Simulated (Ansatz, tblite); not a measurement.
# Phenacyltetrahydrothiophenium (C₁₂H₁₅OS+): rung by rung

An exercise on one series of results from a longer session: the logs are not shown, and one member is left open.

Method: as each input shows; program: Ansatz 0.2.0, Gaussian basis.

The runs, in order: GFN1-xTB, GFN2-xTB, PBE-D4/def2-TZVP, r2SCAN-D4/def2-TZVP, PBE-D4/def2-SVP, PBE0-D4/def2-SVP, HF/STO-3G, HF/6-31G, B3LYP-D4/6-31G, MP2/def2-SVP.

3 further runs of the same task are left out: 3 that didn't finish.

## The structure

The geometry is that of the singlet, from an earlier relaxation (PBE-D4/def2-SVP).

SMILES `O=C(C[S+]1CCCC1)c1ccccc1`, 29 atoms, charge 1, spin multiplicity 1.

Bond lengths: O1–C2 1.234 Å, C2–C3 1.539 Å, C2–C9 1.470 Å, C3–S4 1.831 Å, C3–H15 1.109 Å, C3–H16 1.110 Å, S4–C5 1.858 Å, S4–C8 1.861 Å, C5–C6 1.529 Å, C5–H17 1.107 Å, C5–H18 1.108 Å, C6–C7 1.533 Å, C6–H19 1.111 Å, C6–H20 1.108 Å, C7–C8 1.530 Å, C7–H21 1.110 Å, C7–H22 1.109 Å, C8–H23 1.107 Å and more. Angles: O1–C2–C3 116.3°, O1–C2–C9 124.6°, C3–C2–C9 119.1°, C2–C3–S4 104.7°, C2–C3–H15 113.0°, C2–C3–H16 113.4°, S4–C3–H15 106.4°, S4–C3–H16 110.3°, H15–C3–H16 108.8°, C3–S4–C5 101.2°, C3–S4–C8 103.7°, C5–S4–C8 93.4°, S4–C5–C6 106.2°, S4–C5–H17 108.6°, S4–C5–H18 104.2°, C6–C5–H17 116.0°, C6–C5–H18 112.6°, H17–C5–H18 108.4° and more.

Coordinates:

```xyz
29
C12H15OS
O    -0.0142   -1.0409    1.6549
C    -0.6336   -0.3396    0.8511
C     0.1726    0.7702    0.1531
S     1.8033    0.7532    0.9858
C     2.7768    1.9019   -0.1030
C     3.3947    1.0314   -1.1981
C     3.8216   -0.2727   -0.5140
C     2.6293   -0.7696    0.3060
C    -2.0574   -0.5020    0.5258
C    -2.7786   -1.5190    1.1980
C    -4.1341   -1.7110    0.9227
C    -4.7811   -0.8958   -0.0245
C    -4.0728    0.1149   -0.6984
C    -2.7159    0.3146   -0.4252
H    -0.2525    1.7819    0.3162
H     0.2963    0.6059   -0.9373
H     2.1075    2.7134   -0.4474
H     3.5378    2.3393    0.5737
H     2.6540    0.8321   -2.0014
H     4.2478    1.5583   -1.6703
H     4.6941   -0.0916    0.1475
H     4.1238   -1.0532   -1.2408
H     1.8618   -1.2911   -0.2972
H     2.8746   -1.4018    1.1794
H    -2.2493   -2.1418    1.9338
H    -4.6957   -2.4983    1.4469
H    -5.8496   -1.0484   -0.2392
H    -4.5844    0.7485   -1.4375
H    -2.1767    1.1112   -0.9605
```

The ion is computed in the gas phase, without counter-ions or solvent.

PBE0-D4/def2-TZVP was run before; its log isn't repeated, and its numbers join the tables.

Set-up of the first run:

Tight binding, by tblite at 300 K electronic temperature and without a spin-polarisation term:

```python
tblite.interface.Calculator('GFN1-xTB', numbers, positions, charge=1, uhf=0).singlepoint()
```

Tight binding, by tblite at 300 K electronic temperature and without a spin-polarisation term:

```python
tblite.interface.Calculator('GFN2-xTB', numbers, positions, charge=1, uhf=0).singlepoint()
```

start.molden holds the orbitals of an earlier run on this state, given as this run's starting guess.

Contents of in.yaml:

```yaml
crystal:
  periodic: [false, false, false]
  atoms:
    - {symbol: O, position_ang: [-0.014185, -1.040869, 1.654927]}
    - {symbol: C, position_ang: [-0.633563, -0.339563, 0.851069]}
    - {symbol: C, position_ang: [0.172593, 0.770183, 0.153064]}
    - {symbol: S, position_ang: [1.803347, 0.753189, 0.985826]}
    - {symbol: C, position_ang: [2.776780, 1.901905, -0.102981]}
    - {symbol: C, position_ang: [3.394691, 1.031436, -1.198079]}
    - {symbol: C, position_ang: [3.821631, -0.272675, -0.513978]}
    - {symbol: C, position_ang: [2.629253, -0.769636, 0.306025]}
    - {symbol: C, position_ang: [-2.057435, -0.502024, 0.525812]}
    - {symbol: C, position_ang: [-2.778631, -1.519027, 1.197957]}
    - {symbol: C, position_ang: [-4.134147, -1.710969, 0.922689]}
    - {symbol: C, position_ang: [-4.781098, -0.895829, -0.024536]}
    - {symbol: C, position_ang: [-4.072827, 0.114883, -0.698428]}
    - {symbol: C, position_ang: [-2.715950, 0.314576, -0.425230]}
    - {symbol: H, position_ang: [-0.252480, 1.781927, 0.316224]}
    - {symbol: H, position_ang: [0.296339, 0.605917, -0.937292]}
    - {symbol: H, position_ang: [2.107509, 2.713383, -0.447415]}
    - {symbol: H, position_ang: [3.537815, 2.339305, 0.573690]}
    - {symbol: H, position_ang: [2.653979, 0.832075, -2.001352]}
    - {symbol: H, position_ang: [4.247832, 1.558320, -1.670317]}
    - {symbol: H, position_ang: [4.694063, -0.091620, 0.147510]}
    - {symbol: H, position_ang: [4.123818, -1.053218, -1.240787]}
    - {symbol: H, position_ang: [1.861753, -1.291081, -0.297196]}
    - {symbol: H, position_ang: [2.874570, -1.401765, 1.179388]}
    - {symbol: H, position_ang: [-2.249269, -2.141826, 1.933809]}
    - {symbol: H, position_ang: [-4.695691, -2.498336, 1.446851]}
    - {symbol: H, position_ang: [-5.849573, -1.048416, -0.239202]}
    - {symbol: H, position_ang: [-4.584425, 0.748539, -1.437549]}
    - {symbol: H, position_ang: [-2.176690, 1.111228, -0.960540]}
basis:
  gaussian: {orbitals: def2-TZVP, initial_orbitals: start.molden}
total_charge: 1
hamiltonian: {xc: pbe, dispersion: d4}
scf: {omitted_lower_state_checks: [starts]}
output: {forces: true, orbitals: {seedname: orbitals}}
```

Command:

```sh
$ ansatz run in.yaml --threads 4 --pin off --events-out ev --progress --plain --max-ram 6963MiB
```

Steps of the session up to this table: PBE-D4/def2-TZVP; r2SCAN-D4/def2-TZVP; PBE-D4/def2-SVP; PBE0-D4/def2-SVP; HF/STO-3G; HF/6-31G; B3LYP-D4/6-31G; MP2/def2-SVP.

One table of the session follows, with a row left open; its other results are not shown here.

It belongs to the step «Levels side by side». 

| level | HOMO (eV) | LUMO (eV) | gap (eV) |
| --- | --- | --- | --- |
| HF/STO-3G | -10.53 | 1.83 | 12.36 |
| HF/6-31G | -12.34 | -1.59 | 10.75 |
| PBE-D4/def2-SVP | -9.63 | -6.29 | 3.34 |
| PBE-D4/def2-TZVP | -9.67 | -6.36 | 3.31 |
| r2SCAN-D4/def2-TZVP | -9.83 | -6.23 | 3.60 |
| B3LYP-D4/6-31G | -10.18 | -5.41 | 4.77 |
| PBE0-D4/def2-SVP | ? | ? | ? |
| PBE0-D4/def2-TZVP | -10.60 | -5.45 | 5.15 |

**Question.** Estimate the row for PBE0-D4/def2-SVP.

**Answer.** HOMO (eV): -10.61; LUMO (eV): -5.41; gap (eV): 5.19. In the column «HOMO (eV)» it lies between HF/6-31G (-12.34) and PBE0-D4/def2-TZVP (-10.60).
